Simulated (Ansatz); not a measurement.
# C2H8S2Sn: small, medium and large basis sets

The task here is to estimate one member of a computed series from the others.

Method: one geometry, several basis sets; program: Ansatz 0.2.0, Gaussian basis.

Plan: PBE0-D4/def2-SVP; ωB97M-V/def2-SVP; PBE0-D4/def2-QZVPP; ωB97M-V/def2-QZVPP; the functionals' def2-TZVPP values are taken from earlier runs.

### The geometry

An earlier PBE0-D4 in a triple-zeta def2 set relaxation fixed the geometry. Sn takes the def2 core potential; no spin-orbit term is included.

SMILES `C[S][SnH2][S]C`, 13 atoms, charge 0, spin multiplicity 1.

Atoms are counted from 1 here; the program's logs count them from 0.

Bond lengths: C1–S2 1.817 Å, C1–H6 1.090 Å, C1–H7 1.090 Å, C1–H8 1.090 Å, S2–Sn3 2.394 Å, Sn3–S4 2.394 Å, Sn3–H9 1.706 Å, Sn3–H10 1.706 Å, S4–C5 1.817 Å, C5–H11 1.090 Å, C5–H12 1.090 Å, C5–H13 1.090 Å. Angles: S2–C1–H6 111.1°, S2–C1–H7 111.3°, S2–C1–H8 106.6°, H6–C1–H7 109.8°, H6–C1–H8 109.0°, H7–C1–H8 108.9°, C1–S2–Sn3 99.3°, S2–Sn3–S4 106.7°, S2–Sn3–H9 111.9°, S2–Sn3–H10 106.1°, S4–Sn3–H9 106.1°, S4–Sn3–H10 111.9°, H9–Sn3–H10 114.0°, Sn3–S4–C5 99.3°, S4–C5–H11 106.6°, S4–C5–H12 111.3°, S4–C5–H13 111.1°, H11–C5–H12 108.9° and more.

As a file:

```xyz
13
charge 0, multiplicity 1
C    -1.7352    0.4786    1.4091
S    -0.9569    1.6565    0.2650
Sn    1.3119    0.9092    0.4265
S     1.3132   -1.4153   -0.1469
C     0.5496   -1.3110   -1.7927
H    -1.4688   -0.5482    1.1572
H    -1.4593    0.6894    2.4423
H    -2.8126    0.6024    1.2998
H     1.9008    1.0014    2.0248
H     2.1974    1.8425   -0.6937
H     0.3353   -2.3338   -2.1028
H     1.2282   -0.8585   -2.5158
H    -0.3834   -0.7479   -1.7581
```

The first run:

in.yaml reads:

```yaml
crystal:
  periodic: [false, false, false]
  atoms:
    - {symbol: C, position_ang: [-1.735154, 0.478586, 1.409147]}
    - {symbol: S, position_ang: [-0.956934, 1.656530, 0.264968]}
    - {symbol: Sn, position_ang: [1.311855, 0.909202, 0.426460]}
    - {symbol: S, position_ang: [1.313209, -1.415301, -0.146937]}
    - {symbol: C, position_ang: [0.549645, -1.311017, -1.792739]}
    - {symbol: H, position_ang: [-1.468797, -0.548244, 1.157204]}
    - {symbol: H, position_ang: [-1.459286, 0.689448, 2.442343]}
    - {symbol: H, position_ang: [-2.812557, 0.602428, 1.299823]}
    - {symbol: H, position_ang: [1.900773, 1.001408, 2.024809]}
    - {symbol: H, position_ang: [2.197441, 1.842487, -0.693687]}
    - {symbol: H, position_ang: [0.335255, -2.333759, -2.102770]}
    - {symbol: H, position_ang: [1.228229, -0.858545, -2.515831]}
    - {symbol: H, position_ang: [-0.383379, -0.747922, -1.758089]}
basis:
  gaussian: {orbitals: def2-SVP}
hamiltonian: {xc: pbe0, dispersion: d4}
output: {orbitals: {seedname: orbitals}}
```

Launch:

```console
$ ansatz run in.yaml --threads 4 --pin off --events-out ev --progress --plain --max-ram 11315MiB
```

Among the steps run: PBE0-D4 in def2-SVP; ωB97M-V in def2-SVP; PBE0-D4 in def2-QZVPP; ωB97M-V in def2-QZVPP.

One table of the session follows, with a row left open; its other results are not shown here.

It belongs to the step «Functionals by basis». 

```
functional       basis  HOMO (eV)
   PBE0-D4    def2-SVP      -6.75
   PBE0-D4  def2-TZVPP      -6.84
   PBE0-D4  def2-QZVPP      -6.86
   ωB97M-V    def2-SVP          ?
   ωB97M-V  def2-TZVPP      -9.01
   ωB97M-V  def2-QZVPP      -9.04
```

Q: Estimate the row for ωB97M-V, def2-SVP from the others.

The run gave: HOMO (eV): -8.88. In the column «HOMO (eV)» it lies between ωB97M-V, def2-TZVPP (-9.01) and PBE0-D4, def2-QZVPP (-6.86).
